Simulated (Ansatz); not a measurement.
# CH₄N₂OSi: basis-set convergence

One table from this session's results is given with a row withheld; the runs are named, their logs left out.

The runs use Ansatz 0.2.0, Gaussian basis; one geometry, several basis sets.

The runs, in order: PBE0-D4/def2-SVP; ωB97M-V/def2-SVP; PBE0-D4/def2-QZVPP; ωB97M-V/def2-QZVPP; the functionals' def2-TZVPP values are taken from earlier runs.

### The relaxed structure

All runs share one geometry, relaxed beforehand with PBE0-D4 in a triple-zeta def2 set.

SMILES `N=C1N[SiH2]O1`, 9 atoms, charge 0, spin multiplicity 1.

Atoms are counted from 1 here; the program's logs count them from 0.

Bond lengths: N1–C2 1.251 Å, N1–H6 1.015 Å, C2–N3 1.388 Å, C2–O5 1.395 Å, N3–Si4 1.720 Å, N3–H7 1.002 Å, Si4–O5 1.686 Å, Si4–H8 1.480 Å, Si4–H9 1.480 Å. Angles: C2–N1–H6 111.1°, N1–C2–N3 129.4°, N1–C2–O5 129.0°, N3–C2–O5 101.6°, C2–N3–Si4 89.3°, C2–N3–H7 122.8°, Si4–N3–H7 147.8°, N3–Si4–O5 78.5°, N3–Si4–H8 117.7°, N3–Si4–H9 117.7°, O5–Si4–H8 114.5°, O5–Si4–H9 114.6°, H8–Si4–H9 110.5°, C2–O5–Si4 90.5°.

The first run:

The input, in.yaml:

```yaml
crystal:
  periodic: [false, false, false]
  atoms:
    - {symbol: N, position_ang: [0.104485, 1.712953, -1.228912]}
    - {symbol: C, position_ang: [-0.004877, 0.703283, -0.498500]}
    - {symbol: N, position_ang: [0.976471, -0.168047, -0.045922]}
    - {symbol: Si, position_ang: [-0.232416, -1.065993, 0.786152]}
    - {symbol: O, position_ang: [-1.152162, 0.156323, 0.076192]}
    - {symbol: H, position_ang: [-0.798361, 2.148199, -1.387133]}
    - {symbol: H, position_ang: [1.945348, -0.064374, -0.280028]}
    - {symbol: H, position_ang: [-0.537306, -2.428533, 0.295399]}
    - {symbol: H, position_ang: [-0.212582, -1.040109, 2.265752]}
basis:
  gaussian: {orbitals: def2-SVP}
hamiltonian: {xc: pbe0, dispersion: d4}
output: {orbitals: {seedname: orbitals}}
```

On the command line:

```console
> ansatz run in.yaml --threads 2 --pin off --events-out ev --progress --plain --max-ram 4352MiB
```

Steps of the session up to this table: PBE0-D4 in def2-SVP; ωB97M-V in def2-SVP; PBE0-D4 in def2-QZVPP; ωB97M-V in def2-QZVPP.

One table of the session follows, with a row left open; its other results are not shown here.

It belongs to the step «Functionals by basis». 

| functional | basis | HOMO (eV) |
| --- | --- | --- |
| PBE0-D4 | def2-SVP | ? |
| PBE0-D4 | def2-TZVPP | -7.36 |
| PBE0-D4 | def2-QZVPP | -7.40 |
| ωB97M-V | def2-SVP | -9.41 |
| ωB97M-V | def2-TZVPP | -9.61 |
| ωB97M-V | def2-QZVPP | -9.65 |

Q: Estimate the row for PBE0-D4, def2-SVP from the others.

As computed: HOMO (eV): -7.19. In the column «HOMO (eV)» it is the highest.
